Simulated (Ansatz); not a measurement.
# GeSe (Germanium monoselenide) at PBE-QIDH/aug-cc-pVTZ

What is the vertical ionisation energy of GeSe (Germanium monoselenide) at PBE-QIDH/aug-cc-pVTZ? 

Program for the calculation: Ansatz 0.2.0.

30 further runs of the same task are left out: 30 set aside as unsound or not needed.

### 1 Starting point

The species is GeSe (2 atoms), meant as a singlet with charge 0. SMILES: `[Ge-]#[Se+]`. The bond length is the measured one.

Bond lengths: Ge1–Se2 2.135 Å.

### 2 The energy at PBE-QIDH/aug-cc-pVTZ

File in.yaml:

```yaml
crystal:
  periodic: [false, false, false]
  atoms:
    - {symbol: Ge, position_ang: [0.000000, 0.000000, 0.000000]}
    - {symbol: Se, position_ang: [0.000000, 0.000000, 2.134629]}
basis:
  gaussian: {orbitals: aug-cc-pVTZ}
accuracy: high
correlation: {frozen_orbitals: {Ge: 9, Se: 9}}
output: {orbitals: {seedname: orbitals}}
hamiltonian: {xc: {name: PBE-QIDH}}
```

On the command line:

```console
$ ansatz run in.yaml --threads 1 --pin off --max-ram 3480MiB --events-out events.jsonl --progress --plain --runs-dir runs
```

Log:

```text
Warning: RAYON_NUM_THREADS=1 ignored (pool sized by the plan → 1); use --threads N
Functional definition: PBE-QIDH
  name "PBE-QIDH"
  parameter a = 3^(-1/3)
  parameter c = 1/3
  exchange = (1 - a)*pbe_x + a*exact_x
  correlation = (1 - c)*pbe_c + c*(mp2_os + mp2_ss)
1490 factors; integrals over basis functions are off by at most 4.0e-9 eV
mean field evaluation 1: about -121832.2232 eV, gradient 1.7e1 eV
mean field evaluation 2: about -121832.3278 eV, gradient 1.7e1 eV
mean field evaluation 4: about -121833.4647 eV, gradient 1.3e0 eV
mean field evaluation 8: about -121833.4739 eV, gradient 4.0e-2 eV
mean field evaluation 16: about -121833.4740 eV, gradient 9.6e-6 eV
mean field -121833.47395033 eV, -4477.2975859801 hartree, gradient 2.6e-8 eV, S^2 0.000000; 0 other end points of the search recorded, 0 dependent functions left out
18 core orbitals not correlated: weight in the atoms' cores, before any rotation towards them, 1.000 or more for the frozen orbitals, at most 0.000 for the correlated occupied ones
reference -121833.47395125 eV, -4477.2975860138 hartree; 15, 15 occupied and 85, 85 virtual orbitals, 1490 factors
second order -11.98417823 eV of doubles, -0.00000000 eV of singles
Total energy: -121837.46867733 eV, -4477.4443894894 hartree
```

Wall time 17 s (1 thread of Arm Neoverse V2, shared host); peak memory 0.34 GiB.

### 3 The doublet cation at the same level

File molecule.yaml:

```yaml
crystal:
  periodic: [false, false, false]
  atoms:
    - {symbol: Ge, position_ang: [0.000000, 0.000000, 0.000000]}
    - {symbol: Se, position_ang: [0.000000, 0.000000, 2.134629]}
basis:
  gaussian:
    orbitals: aug-cc-pVTZ
total_charge: 1
magnetization:
  spin_polarized: true
  initial_magnetization: 1
hamiltonian:
  xc: {name: PBE-QIDH}
correlation:
  frozen_orbitals: {Ge: 9, Se: 9}
accuracy: high
output:
  orbitals: {seedname: orbitals}
```

On the command line:

```console
$ ansatz run molecule.yaml --threads 1 --pin off --max-ram 3480MiB --events-out events.jsonl --progress --plain --runs-dir runs
```

Log, shortened:

```text
Warning: RAYON_NUM_THREADS=1 ignored (pool sized by the plan → 1); use --threads N
Functional definition: PBE-QIDH
  name "PBE-QIDH"
[...]
1490 factors; integrals over basis functions are off by at most 4.0e-9 eV
[...]
mean field -121824.16200842 eV, -4476.9553784267 hartree, gradient 9.6e-9 eV, S^2 0.758251; 4 other end points of the search recorded, 0 dependent functions left out
18 core orbitals not correlated: weight in the atoms' cores, before any rotation towards them, 1.000 or more for the frozen orbitals, at most 0.000 for the correlated occupied ones
reference -121824.16200918 eV, -4476.9553784546 hartree; 15, 14 occupied and 85, 86 virtual orbitals, 1490 factors
second order -10.22602771 eV of doubles, -0.00000000 eV of singles
Total energy: -121827.57068509 eV, -4477.0806449836 hartree
```

Wall time 83 s (1 thread of Arm Neoverse V2, shared host); peak memory 0.53 GiB.

### 4 Results

Level: PBE-QIDH/aug-cc-pVTZ, 18 core orbitals frozen.

```
                                                                quantity           value
                                              singlet GeSe: total energy  -4477.44439 Eh
                         singlet GeSe: HOMO energy (SCF part's orbitals)        -9.10 eV
                         singlet GeSe: LUMO energy (SCF part's orbitals)        -1.05 eV
                       singlet GeSe: HOMO–LUMO gap (SCF part's orbitals)         8.05 eV
                                            doublet cation: total energy  -4477.08064 Eh
doublet cation: HOMO energy (SCF part's orbitals) (highest over α and β)       -15.80 eV
 doublet cation: LUMO energy (SCF part's orbitals) (lowest over α and β)        -9.70 eV
                                                    doublet cation: ⟨S²⟩           0.758
                      vertical ionisation energy (to the doublet cation)        9.898 eV
```

What this shows: Removing an electron at fixed nuclei costs 9.90 eV (955 kJ/mol). −ε(HOMO) before ionisation, 9.10 eV, is 0.80 eV below this ionisation energy.
